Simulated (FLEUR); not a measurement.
Input of a FLEUR MaX-R8.1 (later development tree) run:

The input inp.xml:

```xml
<?xml version="1.0" encoding="UTF-8" standalone="no"?>
<fleurInput fleurInputVersion="0.39">
   <comment>
      Ag                                                                                                  
   </comment>
   <calculationSetup>
      <cutoffs Kmax="4.1" Gmax="12.7" GmaxXC="12.7" numbands="0"/>
      <scfLoop itmax="60" minDistance="0.00001" maxIterBroyd="15" imix="Anderson" alpha="0.05" precondParam="0.0" spinf="2.0" sdNocoIR="T"/>
      <coreElectrons ctail="T" frcor="F" kcrel="0" coretail_lmax="0"/>
      <xcFunctional name="PBEs" relativisticCorrections="F"/>
      <magnetism jspins="1"/>
      <soc l_soc="F" theta="0.0" phi="0.0" spav="F"/>
      <expertModes spex="0" secvar="F"/>
      <geometryOptimization l_f="T" forcealpha="1.0" forcemix="BFGS" epsdisp="0.0005" epsforce="0.0002"/>
      <ldaU l_linMix="F" mixParam="0.05" spinf="1.0"/>
   </calculationSetup>
   <cell>
      <bzIntegration valenceElectrons="38.0" mode="hist" fermiSmearingEnergy="0.00183747">
         <kPointListSelection listName="default-1"/>
         <!-- k-points included here -->
         <xi:include xmlns:xi="http://www.w3.org/2001/XInclude" href="kpts.xml"> </xi:include>
      </bzIntegration>
      <!-- symmetry operations included here -->
      <xi:include xmlns:xi="http://www.w3.org/2001/XInclude" href="sym.xml"> </xi:include>
      <bulkLattice scale="1.0">
         <bravaisMatrix>
            <row-1>    5.5368975450780002     0.0000000000000000     0.0000000000000000</row-1>
            <row-2>   -2.7684487725390001     4.7950939322111532     0.0000000000000000</row-2>
            <row-3>    0.0000000000000000     0.0000000000000000     9.0517881368340003</row-3>
         </bravaisMatrix>
      </bulkLattice>
   </cell>
   <atomSpecies>
      <species name="Silver (Ag)" element="Ag" atomicNumber="47">
         <mtSphere radius="2.49" gridPoints="839" logIncrement="0.015"/>
         <atomicCutoffs lmax="10" lnonsphr="10"/>
         <electronConfig flipSpins="F">
            <coreConfig>(1s1/2) (2s1/2) (2p1/2) (2p3/2) (3s1/2) (3p1/2) (3p3/2) (3d3/2) (3d5/2)</coreConfig>
            <valenceConfig>(4s1/2) (4p1/2) (4p3/2) (5s1/2) (4d3/2) (4d5/2)</valenceConfig>
            <stateOccupation state="(5s1/2)" spinUp="0.500000" spinDown="0.500000"/>
         </electronConfig>
         <energyParameters s="5" p="5" d="4" f="4"/>
         <lo type="SCLO" l="0" n="4" eDeriv="0"/>
         <lo type="SCLO" l="1" n="4" eDeriv="0"/>
         <lo type="SCLO" l="1" n="4" eDeriv="1"/>
         <lo type="SCLO" l="2" n="4" eDeriv="2"/>
         <lo type="SCLO" l="3" n="4" eDeriv="2"/>
      </species>
   </atomSpecies>
   <atomGroups>
      <atomGroup species="Silver (Ag)">
         <relPos label="                   1">-.3265430000 .3387065000 -.2518395000</relPos>
         <relPos label="                   2">.3265430000 -.3387065000 .2518395000</relPos>
         <force calculate="T" relaxXYZ="TTT"/>
      </atomGroup>
   </atomGroups>
   <output dos="F" band="F" slice="F">
      <checks vchk="F" cdinf="F"/>
      <bandDOS minEnergy="-.5*Htr" maxEnergy="0.5*Htr" sigma="0.015" storeEVData="T"/>
      <vacuumDOS vacdos="F" integ="F" star="F" nstars="0" locx1="0.0" locy1="0.0" locx2="0.0" locy2="0.0" nstm="0" tworkf="0.0"/>
      <unfoldingBand unfoldBand="F" supercellX="1" supercellY="1" supercellZ="1"/>
      <plotting iplot="0" polar="F">
         <plot TwoD="T" vec1="  1.0  0.0  0.0" vec2="  0.0  1.0  0.0" vec3="  0.0  0.0  1.0" zero="  0.0  0.0  0.0" file="plot"/>
      </plotting>
      <chargeDensitySlicing numkpt="0" minEigenval="0.0" maxEigenval="0.0" nnne="0" pallst="F"/>
      <specialOutput eonly="F"/>
      <moessbauerParams electricFieldGradient="T" isomerShift="T" coreHyperfine="T" valenceHyperfine="T"/>
      <magneticCircularDichroism mcd="F" energyLo="-10.0" energyUp="0.0"/>
   </output>
  <!-- We include the file relax.xml here to enable relaxations (see documentation) -->
  <xi:include xmlns:xi="http://www.w3.org/2001/XInclude" href="relax.xml"> <xi:fallback/> </xi:include>
</fleurInput>
```

The input crystal.txt:

```
Ag
&input cartesian=F /
2.9300000000  0.0000000000  0.0000000000
-1.4650000000  2.5374544331  0.0000000000
0.0000000000  0.0000000000  4.7900000000
1.8897261246
1.0 1.0 1.0

2
47 0.6848270000  0.3500780000  0.7468890000
47 0.3379130000  0.6726650000  0.2505680000

&kpt div1=10 div2=10 div3=6 gamma=T /
```

Potentials or basis: all-electron, FLAPW.

The run is started by

```console
$ inpgen -f crystal.txt -profile fastHighL
$ # inp.xml edited to the form shown
$ fleur_MPI
```

(1) Predict the largest force.

(2) Estimate the band gap on the k mesh.

Answers

(1) 0.083 eV/Å.

(2) none (metal or under the smearing width).
